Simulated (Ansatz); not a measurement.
**CH₇GaSiZn: vertical ionisation energy**

An exercise on one series of results from a longer session: the logs are not shown, and one member is left open.

The runs use Ansatz 0.2.0, Gaussian basis; unrestricted cation, the program's frozen cores in correlated methods.

Levels to be run: UKS PBE-D4/def2-TZVPP; UKS r2SCAN-D4/def2-TZVPP; UKS PBE0-D4/def2-TZVPP; UKS B3LYP-D4/def2-TZVPP; UKS wB97X-V/def2-TZVPP; UKS wB97M-V/def2-TZVPP; UKS B2PLYP (frozen core with 3s3p of Cu, Zn)/def2-TZVPP; UHF-CCSD(T) with 3s3p of Cu, Zn/def2-TZVPP; UHF-MP2 with 3s3p of Cu, Zn/def2-QZVPP; extrapolation to the limit; then −ε(HOMO) from the neutral's earlier runs with LDA (SPW92), PBE-D4, revPBE-D4, BLYP-D4, r2SCAN-D4, B97M-V, PBE0-D4, B3LYP-D4, r2SCANh-D4, r2SCAN0-D4, HSE06-D4, BHLYP-D4, CAM-B3LYP-D4, LC-ωPBE, ωB97X-V, ωB97M-V.

## Structure used throughout

An earlier PBE0-D4 in a triple-zeta def2 set relaxation fixed the geometry.

SMILES `[SiH3][CH2][Zn][GaH2]`, 11 atoms, charge 0, spin multiplicity 1.

Atoms are counted from 1 here; the program's logs count them from 0.

Bond lengths: Si1–C2 1.855 Å, Si1–H5 1.492 Å, Si1–H6 1.492 Å, Si1–H7 1.492 Å, C2–Zn3 1.967 Å, C2–H8 1.096 Å, C2–H9 1.096 Å, Zn3–Ga4 2.446 Å, Ga4–H10 1.582 Å, Ga4–H11 1.582 Å. Angles: C2–Si1–H5 110.6°, C2–Si1–H6 114.0°, C2–Si1–H7 110.5°, H5–Si1–H6 107.2°, H5–Si1–H7 107.1°, H6–Si1–H7 107.2°, Si1–C2–Zn3 112.7°, Si1–C2–H8 110.0°, Si1–C2–H9 110.0°, Zn3–C2–H8 108.3°, Zn3–C2–H9 108.2°, H8–C2–H9 107.6°, C2–Zn3–Ga4 179.9°, Zn3–Ga4–H10 122.9°, Zn3–Ga4–H11 122.8°, H10–Ga4–H11 114.3°.

As a file:

```xyz
11
charge 0, multiplicity 1
Si   -1.2854    1.3637    1.0579
C    -0.1767   -0.1002    1.3237
Zn    0.6529   -0.7374   -0.3425
Ga    1.6809   -1.5309   -2.4148
H    -2.3754    1.0278    0.0962
H    -1.9363    1.8668    2.3026
H    -0.5191    2.5012    0.4708
H     0.6216    0.1585    2.0280
H    -0.7474   -0.9273    1.7600
H     3.0548   -0.9690   -2.9619
H     1.0302   -2.6533   -3.3201
```

Set-up of the first run:

Contents of in.yaml:

```yaml
crystal:
  periodic: [false, false, false]
  atoms:
    - {symbol: Si, position_ang: [-1.285438, 1.363725, 1.057931]}
    - {symbol: C, position_ang: [-0.176692, -0.100155, 1.323667]}
    - {symbol: Zn, position_ang: [0.652915, -0.737379, -0.342471]}
    - {symbol: Ga, position_ang: [1.680873, -1.530862, -2.414810]}
    - {symbol: H, position_ang: [-2.375433, 1.027778, 0.096170]}
    - {symbol: H, position_ang: [-1.936318, 1.866785, 2.302637]}
    - {symbol: H, position_ang: [-0.519144, 2.501159, 0.470757]}
    - {symbol: H, position_ang: [0.621612, 0.158503, 2.028027]}
    - {symbol: H, position_ang: [-0.747374, -0.927333, 1.760042]}
    - {symbol: H, position_ang: [3.054778, -0.968969, -2.961881]}
    - {symbol: H, position_ang: [1.030211, -2.653253, -3.320070]}
basis:
  gaussian: {orbitals: def2-TZVPP}
total_charge: 1
magnetization: {spin_polarized: true, initial_magnetization: 1}
hamiltonian: {xc: pbe, dispersion: d4}
```

The run is started by

```sh
ansatz run in.yaml --threads 2 --pin off --events-out ev --progress --plain --max-ram 22528MiB --backend cuda --devices 0, --max-vram 18GiB
```

Among the steps run: Cation, UKS PBE-D4/def2-TZVPP; Cation, UKS r2SCAN-D4/def2-TZVPP; Cation, UKS PBE0-D4/def2-TZVPP; Cation, UKS B3LYP-D4/def2-TZVPP; Cation, UKS wB97X-V/def2-TZVPP; Cation, UKS wB97M-V/def2-TZVPP; Cation, UKS B2PLYP (frozen core with 3s3p of Cu, Zn)/def2-TZVPP; Cation, UHF-CCSD(T) with 3s3p of Cu, Zn/def2-TZVPP; Cation, UHF-MP2 with 3s3p of Cu, Zn/def2-QZVPP.

One of the session's tables, all rows but one given; the rest of the session is left out.

Orbital estimates, from the neutral's runs:

```
  functional  −ε(HOMO) (eV)
 LDA (SPW92)           5.83
      PBE-D4           5.69
   revPBE-D4           5.63
     BLYP-D4           5.52
   r2SCAN-D4           5.91
      B97M-V           5.95
     PBE0-D4           6.65
    B3LYP-D4              ?
  r2SCANh-D4           6.27
  r2SCAN0-D4           6.81
    HSE06-D4           6.26
    BHLYP-D4           7.48
CAM-B3LYP-D4           7.84
     LC-ωPBE           9.14
     ωB97X-V           8.79
     ωB97M-V           8.64
```

Estimate the missing values for B3LYP-D4.

Worked estimate for «−ε(HOMO) (eV)». Against the share of exact exchange, BLYP-D4 (0, 5.52), BHLYP-D4 (0.5, 7.48) give a slope of 3.92 per unit share; at 0.2 the line stands at 6.30.

As computed: −ε(HOMO) (eV): 6.45. In «−ε(HOMO) (eV)» the line misses by -0.15.
